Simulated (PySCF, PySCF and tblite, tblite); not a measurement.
# C6H12B2: a path driven as rotation about a bond, and NMR exchange

Aim: the barrier and rate of rotation about a bond in C6H12B2 (`C=CB(C=C)CBC`), and what it does to NMR lines.

Computed with tblite 0.8.0 (tight binding) and PySCF 2.14.0 (DFT, with response routines of our own); each step states its level. Atoms count from 0 throughout.

## 1. The starting structure

20 atoms, charge 0, multiplicity 1; geometry from: force field or distance geometry start.

Bonds of the start (Å): B2–C3 1.60, B2–C5 1.60, B6–C7 1.60, B6–H16 1.18, C0–C1 1.34, C0–H8 1.09, C0–H9 1.08, C1–B2 1.57, C1–H10 1.09, C3–C4 1.32, C3–H11 1.09, C4–H12 1.08, C4–H13 1.08, C5–B6 1.60, C5–H14 1.11, C5–H15 1.10, C7–H17 1.10, C7–H18 1.11, C7–H19 1.11.

## 2. GFN2-xTB relaxation, start minimum

Job settings and geometry (Å):

```
{"job": {"xc": "GFN2-xTB", "basis": "xTB", "kind": "relax"}, "charge": 0, "multiplicity": 1}
C     -1.634400    -2.219500     0.994600
C     -0.715200    -1.729500     0.159100
B     -0.666500    -0.246900    -0.357100
C     -1.724700     0.848400     0.125700
C     -1.650500     2.132400    -0.188900
C      0.533900     0.162500    -1.325500
B      1.716500     0.849700    -0.498400
C      2.555400     0.023400     0.580700
H     -2.455500    -1.615100     1.368500
H     -1.596900    -3.254500     1.316900
H      0.074700    -2.404900    -0.164800
H     -2.546000     0.529600     0.775000
H     -0.861400     2.527100    -0.813400
H     -2.393000     2.827000     0.171800
H      0.177100     0.870700    -2.103900
H      0.933100    -0.737200    -1.822200
H      2.009300     1.972700    -0.715400
H      3.344100     0.655700     1.005400
H      3.011900    -0.859000     0.091900
H      1.882900    -0.321700     1.396900
```

Command:

```console
> OMP_NUM_THREADS=1 python ens_run.py task.json out
```

One launch serves the whole session.

Standard output:

```text
step      E/eV     max force
  0    -580.24150    1.283
  1    -580.29036    0.752
  2    -580.32571    0.405
  3    -580.33501    0.205
  4    -580.33834    0.128
  5    -580.33972    0.117
  6    -580.34269    0.130
  7    -580.34464    0.109
  8    -580.34590    0.070
  9    -580.34660    0.067
 10    -580.34733    0.074
 11    -580.34837    0.086
 12    -580.34947    0.088
 13    -580.35064    0.094
 14    -580.35176    0.088
 15    -580.35284    0.080
 16    -580.35383    0.082
 17    -580.35468    0.066
 18    -580.35541    0.063
 19    -580.35607    0.069
 20    -580.35673    0.081
 21    -580.35745    0.079
 22    -580.35827    0.078
 23    -580.35914    0.080
 24    -580.35991    0.063
 25    -580.36057    0.063
 26    -580.36125    0.060
 27    -580.36212    0.086
 28    -580.36322    0.091
 29    -580.36434    0.076
 30    -580.36527    0.073
 31    -580.36601    0.061
 32    -580.36673    0.061
 33    -580.36751    0.063
 34    -580.36833    0.068
 35    -580.36920    0.081
 36    -580.37024    0.087
 37    -580.37157    0.097
 38    -580.37292    0.077
 39    -580.37387    0.056
 40    -580.37439    0.062
 41    -580.37476    0.056
 42    -580.37513    0.086
 43    -580.37553    0.041
 44    -580.37588    0.040
 45    -580.37616    0.042
 46    -580.37639    0.036
 47    -580.37672    0.039
 48    -580.37698    0.042
 49    -580.37723    0.037
 50    -580.37754    0.045
 51    -580.37804    0.056
 52    -580.37876    0.060
 53    -580.37960    0.077
 54    -580.38047    0.092
 55    -580.38153    0.093
 56    -580.38305    0.108
 57    -580.38502    0.106
 58    -580.38679    0.092
 59    -580.38814    0.093
 60    -580.38911    0.086
 61    -580.38757    0.223
 62    -580.39102    0.079
 63    -580.39189    0.060
 64    -580.39393    0.062
 65    -580.39437    0.053
 66    -580.39510    0.053
 67    -580.39588    0.056
 68    -580.39642    0.054
 69    -580.39686    0.048
 70    -580.39723    0.054
 71    -580.39767    0.059
 72    -580.39818    0.053
 73    -580.39871    0.050
 74    -580.39899    0.036
 75    -580.39914    0.032
 76    -580.39931    0.032
 77    -580.39955    0.030
 78    -580.39974    0.032
 79    -580.39993    0.032
 80    -580.40012    0.045
 81    -580.40033    0.052
 82    -580.40055    0.047
 83    -580.40077    0.030
 84    -580.40094    0.026
 85    -580.40107    0.023
 86    -580.40119    0.019
 87    -580.40127    0.018
 88    -580.40132    0.017
 89    -580.40135    0.014
 90    -580.40141    0.014
 91    -580.40149    0.016
 92    -580.40158    0.019
 93    -580.40165    0.018
 94    -580.40171    0.015
 95    -580.40176    0.012
 96    -580.40180    0.013
 97    -580.40182    0.011
 98    -580.40184    0.008
 99    -580.40186    0.008
100    -580.40187    0.008
101    -580.40189    0.010
102    -580.40191    0.011
103    -580.40193    0.011
104    -580.40197    0.011
105    -580.40202    0.014
106    -580.40207    0.014
107    -580.40211    0.011
108    -580.40215    0.014
109    -580.40219    0.016
110    -580.40224    0.019
111    -580.40230    0.018
112    -580.40235    0.019
113    -580.40242    0.021
114    -580.40250    0.022
115    -580.40262    0.022
116    -580.40283    0.039
117    -580.40315    0.053
118    -580.40356    0.057
119    -580.40402    0.044
120    -580.40412    0.098
121    -580.40474    0.047
122    -580.40507    0.040
123    -580.40579    0.036
124    -580.40619    0.078
125    -580.40655    0.031
126    -580.40681    0.036
127    -580.40696    0.026
128    -580.40705    0.019
129    -580.40715    0.021
130    -580.40720    0.017
131    -580.40726    0.013
132    -580.40729    0.011
133    -580.40732    0.012
134    -580.40734    0.016
135    -580.40737    0.012
136    -580.40741    0.015
137    -580.40745    0.015
138    -580.40750    0.017
139    -580.40755    0.019
140    -580.40759    0.016
141    -580.40762    0.015
142    -580.40765    0.014
143    -580.40767    0.010
144    -580.40770    0.016
145    -580.40771    0.008
146    -580.40772    0.006
147    -580.40773    0.006
148    -580.40774    0.006
149    -580.40775    0.006
150    -580.40776    0.006
151    -580.40776    0.006
152    -580.40777    0.008
153    -580.40778    0.007
154    -580.40779    0.007
155    -580.40780    0.009
156    -580.40781    0.009
157    -580.40782    0.009
158    -580.40784    0.011
159    -580.40786    0.010
160    -580.40787    0.008
161    -580.40789    0.009
162    -580.40790    0.009
163    -580.40792    0.008
164    -580.40793    0.007
165    -580.40794    0.005
166    -580.40795    0.005
167    -580.40796    0.006
168    -580.40797    0.007
169    -580.40798    0.007
170    -580.40798    0.004
171    -580.40799    0.004
172    -580.40799    0.004
173    -580.40799    0.004
174    -580.40800    0.003
175    -580.40800    0.004
176    -580.40800    0.004
177    -580.40800    0.004
178    -580.40801    0.005
179    -580.40801    0.005
180    -580.40802    0.006
181    -580.40803    0.008
182    -580.40803    0.008
183    -580.40804    0.005
184    -580.40805    0.004
185    -580.40805    0.004
186    -580.40806    0.004
187    -580.40806    0.005
188    -580.40807    0.005
189    -580.40807    0.005
190    -580.40807    0.004
191    -580.40808    0.003
192    -580.40808    0.003
193    -580.40808    0.002
```

Wall time 0.95 s (1 thread of Arm Neoverse V2, shared host).

The energy fell by 0.167 eV, and the atoms moved 0.48 Å (root mean square).

## 3. Relaxed scan, rotation

Job settings and geometry (Å):

```
{"job": {"xc": "GFN2-xTB", "basis": "xTB", "coordinate": [["t", [1, 2, 3, 4], 0.25], ["t", [1, 2, 3, 11], 0.25], ["t", [5, 2, 3, 4], 0.25], ["t", [5, 2, 3, 11], 0.25]], "kind": "drive"}, "charge": 0, "multiplicity": 1}
C     -1.743306    -2.248366     0.822738
C     -0.663116    -1.547725     0.485487
B     -0.665008    -0.167867    -0.231349
C     -1.809494     0.847818     0.040482
C     -1.755026     2.153431    -0.214808
C      0.531675     0.171837    -1.215265
B      1.669782     0.811383    -0.342001
C      2.771018    -0.071112     0.354728
H     -2.739527    -1.885175     0.624825
H     -1.689841    -3.223894     1.283206
H      0.299248    -2.007115     0.691543
H     -2.715846     0.482097     0.514326
H     -0.884104     2.602693    -0.663841
H     -2.560174     2.831754     0.026708
H      0.198019     0.860492    -1.989463
H      0.880380    -0.746445    -1.687209
H      1.692045     1.973181    -0.169448
H      3.771952     0.302445     0.140702
H      2.746907    -1.124923     0.087885
H      2.659266    -0.003832     1.437718
```

Standard output:

```text
point  coordinate     E/eV
  0     88.100     -580.40288
  1    103.100     -580.39592
  2    118.100     -580.39091
  3    133.000     -580.38601
  4    147.900     -580.37085
  5    163.000     -580.35819
  6    178.100     -580.35343
  7    193.200     -580.35860
  8    208.200     -580.37266
  9    223.100     -580.37524
 10    238.100     -580.39695
 11    252.900     -580.38870
```

Run time: 2.7 s. Hardware: 1 thread of Arm Neoverse V2, shared host.

The highest point is number 6, 1.1 kcal/mol above the first.

## 4. Nudged elastic band, leg 1

The job, as its differences from that of step 3:

```diff
@@ -1,2 +1,2 @@
-{"job": {"xc": "GFN2-xTB", "basis": "xTB", "coordinate": [["t", [1, 2, 3, 4], 0.25], ["t", [1, 2, 3, 11], 0.25], ["t", [5, 2, 3, 4], 0.25], ["t", [5, 2, 3, 11], 0.25]], "kind": "drive"}, "charge": 0, "multiplicity": 1}
+{"job": {"xc": "GFN2-xTB", "basis": "xTB", "kind": "neb"}, "charge": 0, "multiplicity": 1}
 C     -1.743306    -2.248366     0.822738
```

Standard output:

```text
image   E - E0 / eV
  0       0.0000
  1       0.0178
  2       0.0345
  3       0.0588
  4       0.0348
  5       0.0251
  6      -0.0026
```

Wall time 1.1 s (1 thread of Arm Neoverse V2, shared host); peak memory 0.2 GiB.

The highest point is number 3, 1.4 kcal/mol above the first.

## 5. Saddle search, leg 1

Job settings and geometry (Å):

```
{"job": {"xc": "GFN2-xTB", "basis": "xTB", "kind": "saddle"}, "charge": 0, "multiplicity": 1}
C     -1.985591    -2.020312     0.597100
C     -0.812396    -1.567889     0.157494
B     -0.508863    -0.091446    -0.225935
C     -1.407525     1.087702     0.253336
C     -2.406637     1.667603    -0.395211
C      0.779790     0.239631    -1.085080
B      1.862140     0.814076    -0.101511
C      2.985516    -0.098833     0.513780
H     -2.827553    -1.360343     0.733079
H     -2.162960    -3.061547     0.824233
H     -0.023106    -2.302436     0.028205
H     -1.141882     1.495090     1.226997
H     -2.724833     1.320320    -1.365933
H     -2.956536     2.506874     0.002455
H      0.515831     1.002686    -1.817015
H      1.135212    -0.648042    -1.606312
H      1.822059     1.947502     0.201486
H      3.972357     0.283065     0.251419
H      2.942058    -1.140103     0.204549
H      2.942919    -0.073597     1.602865
```

Standard output:

```text
step      E/eV     max force
  0    -580.34931   0.0311
  1    -580.35501   0.0424
  2    -580.35704   0.0483
  3    -580.35761   0.0707
  4    -580.35780   0.0637
  5    -580.35696   0.2245
  6    -580.35834   0.0124
  7    -580.35835   0.0010
lowest wavenumbers (cm-1): -73.0 34.6 43.3 56.7 69.7 133.6
```

Run time: 3.8 s. Hardware: 1 thread of Arm Neoverse V2, shared host; peak memory 0.2 GiB.

Point group C1; 1 imaginary mode, 73i cm⁻¹, carried by C4, H12, H11, C3. Steps downhill from it reached both ends.

## 6. Shieldings, start: B3LYP/pcSseg-1

Job settings and geometry (Å):

```
{"job": {"kind": "nmr", "xc": "B3LYP", "basis": "pcSseg-1", "pop": false}, "charge": 0, "multiplicity": 1}
C     -1.743306    -2.248366     0.822738
C     -0.663116    -1.547725     0.485487
B     -0.665008    -0.167867    -0.231349
C     -1.809494     0.847818     0.040482
C     -1.755026     2.153431    -0.214808
C      0.531675     0.171837    -1.215265
B      1.669782     0.811383    -0.342001
C      2.771018    -0.071112     0.354728
H     -2.739527    -1.885175     0.624825
H     -1.689841    -3.223894     1.283206
H      0.299248    -2.007115     0.691543
H     -2.715846     0.482097     0.514326
H     -0.884104     2.602693    -0.663841
H     -2.560174     2.831754     0.026708
H      0.198019     0.860492    -1.989463
H      0.880380    -0.746445    -1.687209
H      1.692045     1.973181    -0.169448
H      3.771952     0.302445     0.140702
H      2.746907    -1.124923     0.087885
H      2.659266    -0.003832     1.437718
```

Standard output:

```text
coarse grid: 16128 points
cycle   1  E = -285.3450694992  dE =  5.944e-01  |g| = 6.273e-01  |ddm| = 3.896e+00
cycle   2  E = -285.3016256093  dE =  4.344e-02  |g| = 7.389e-01  |ddm| = 1.198e+00
cycle   3  E = -285.4483044894  dE = -1.467e-01  |g| = 1.251e-01  |ddm| = 7.491e-01
cycle   4  E = -285.4522892172  dE = -3.985e-03  |g| = 3.835e-02  |ddm| = 1.256e-01
cycle   5  E = -285.4526666690  dE = -3.775e-04  |g| = 7.342e-03  |ddm| = 3.011e-02
cycle   6  E = -285.4526799056  dE = -1.324e-05  |g| = 2.074e-03  |ddm| = 8.248e-03
cycle   7  E = -285.4526810005  dE = -1.095e-06  |g| = 3.698e-04  |ddm| = 2.114e-03
final grid: 154128 points
cycle   8  E = -285.5121018088  dE = -5.099e-05  |g| = 8.433e-03  |ddm| = 3.377e-02
cycle   9  E = -285.5120970446  dE =  4.764e-06  |g| = 9.492e-03  |ddm| = 1.383e-02
cycle  10  E = -285.5121201114  dE = -2.307e-05  |g| = 3.572e-04  |ddm| = 7.389e-03
cycle  11  E = -285.5121201238  dE = -1.241e-08  |g| = 2.797e-04  |ddm| = 4.951e-04
cycle  12  E = -285.5121201438  dE = -2.003e-08  |g| = 7.389e-05  |ddm| = 2.421e-04
cycle  13  E = -285.5121201452  dE = -1.362e-09  |g| = 2.087e-05  |ddm| = 7.436e-05
cycle  14  E = -285.5121201453  dE = -1.143e-10  |g| = 3.081e-06  |ddm| = 1.992e-05
converged SCF energy = -285.5121201453

GIAO shielding tensors (ppm)
atom      isotropic    diamagn.    paramagn.     s11        s22        s33       span
  0 C       42.769     253.633    -210.865    -73.542     38.917    162.931    236.473
  1 C       25.847     260.229    -234.382   -101.899     18.010    161.430    263.329
  2 B       33.567     192.153    -158.587    -16.892      7.533    110.059    126.951
  3 C       30.711     259.480    -228.770    -93.571     15.126    170.576    264.147
  4 C       33.663     254.874    -221.211    -89.363     28.775    161.576    250.939
  5 C      130.557     257.017    -126.459     61.423    152.896    177.352    115.929
  6 B       10.569     192.068    -181.499    -65.831    -17.434    114.972    180.804
  7 C      163.946     251.224     -87.278    142.080    172.303    177.456     35.376
  8 H       25.590      32.396      -6.806     22.251     25.551     28.968      6.718
  9 H       25.590      29.510      -3.921     22.875     25.168     28.726      5.851
 10 H       24.634      35.055     -10.421     19.892     24.239     29.772      9.879
 11 H       24.734      33.120      -8.386     21.053     24.291     28.858      7.805
 12 H       25.017      33.875      -8.858     21.986     24.435     28.630      6.643
 13 H       25.121      28.834      -3.714     22.574     24.837     27.950      5.376
 14 H       28.752      33.666      -4.914     25.813     28.906     31.535      5.722
 15 H       29.128      33.899      -4.772     27.083     28.680     31.620      4.537
 16 H       24.154      31.826      -7.671     18.121     26.168     28.175     10.054
 17 H       30.572      28.117       2.455     26.968     28.657     36.093      9.125
 18 H       30.473      32.762      -2.288     27.505     30.303     33.612      6.107
 19 H       31.024      31.281      -0.257     27.685     29.565     35.823      8.139
```

Wall time 22 s (1 thread of Arm Neoverse V2, shared host); peak memory 0.81 GiB.

Key values: HOMO -7.46 eV, LUMO -2.17 eV; dipole 0.46 D.

(Part 1 of 3 ends here.)
